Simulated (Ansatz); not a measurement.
# Si2C: what a guessed cell relaxes into

Where does this trial cell of Si2C go when cell and atoms are let free?

Program: Ansatz 0.2.0. Level of theory: DFT PBE, scalar-relativistic, plane waves, PAW. These are calculated values, not measurements.

## Step 1: The structure to begin with

Symmetry: F-43m, No. 216, cubic system. The conventional cell has a = 6.982 Å, b = 6.982 Å, c = 6.982 Å, α = 90.00°, β = 90.00°, γ = 90.00°. Si (site symmetry 3m) is surrounded by 1 C at 1.57 Å. C (site symmetry -43m) is surrounded by 12 Si at 2.90 Å and 4 C at 3.02 Å. Around C (site symmetry -43m) lie 4 Si at 1.57 Å.

Coordinates:

```
Si C
1.0
     0.00000    3.49084    3.49084
     3.49084    0.00000    3.49084
     3.49084    3.49084    0.00000
Si C
4 2
Direct
  0.37973 0.37973 0.37973
  0.37973 0.37973 0.86080
  0.37973 0.86080 0.37973
  0.86080 0.37973 0.37973
  0.00000 0.00000 0.00000
  0.25000 0.25000 0.25000
```

The cell is invented: random cell by space group and Wyckoff sites (F-43m, No. 216). Its size is a rough estimate.

## Step 2: A first look at the guess

Contents of input.yaml:

```yaml
crystal:
  lattice:
    - [0.0, 3.49084113, 3.49084113]
    - [3.49084113, 0.0, 3.49084113]
    - [3.49084113, 3.49084113, 0.0]
  atoms:
    - { symbol: Si, position: [0.37973227, 0.37973227, 0.37973227] }
    - { symbol: Si, position: [0.37973227, 0.37973227, 0.86080318] }
    - { symbol: Si, position: [0.37973227, 0.86080318, 0.37973227] }
    - { symbol: Si, position: [0.86080318, 0.37973227, 0.37973227] }
    - { symbol: C, position: [0.0, 0.0, 0.0] }
    - { symbol: C, position: [0.25, 0.25, 0.25] }
basis:
  ecutwfc: 420
kpoints:
  mp_grid: { grid: [4, 4, 4] }
hamiltonian:
  xc: pbe
scf:
  occupations: { method: gaussian, width: 0.1 }
  lower_state_search: "off"
output:
  forces: true
  stress: true
  eigenvalues: true
```

Started as:

```bash
> ansatz run input.yaml --threads 1 --pin off --max-ram 2560MiB --backend cpu --events-out ev --progress --plain --runs-dir out
```

Further runs follow: spin check on a coarse mesh; rough relaxation on the coarse mesh; final relaxation.

Q: Predict the outcome of this session. Wanted: conventional cell; volume; energy over the elements; gap on the mesh; total moment.

**Answer**, as computed:

| quantity | value |
| --- | --- |
| symmetry at the end (tolerance 0.05 Å) | space group F-43m (No. 216) |
| conventional cell | a = 7.518 Å, b = 7.518 Å, c = 7.518 Å, α = 90.00°, β = 90.00°, γ = 90.00° |
| volume | 17.70 Å³/atom |
| energy over the elements | +1.69 eV/atom |
| gap on the mesh | none (metal) |
| total moment | 0.20 μB/cell |

**Reading.** The space group F-43m (No. 216) is kept, and the volume per atom grows by 24.9 % from the first guess. The formation energy is positive, so the separate elements lie lower. No finished test with a distortion of lower symmetry is shown, so the end may be a saddle point. Other magnetic orders were not searched.
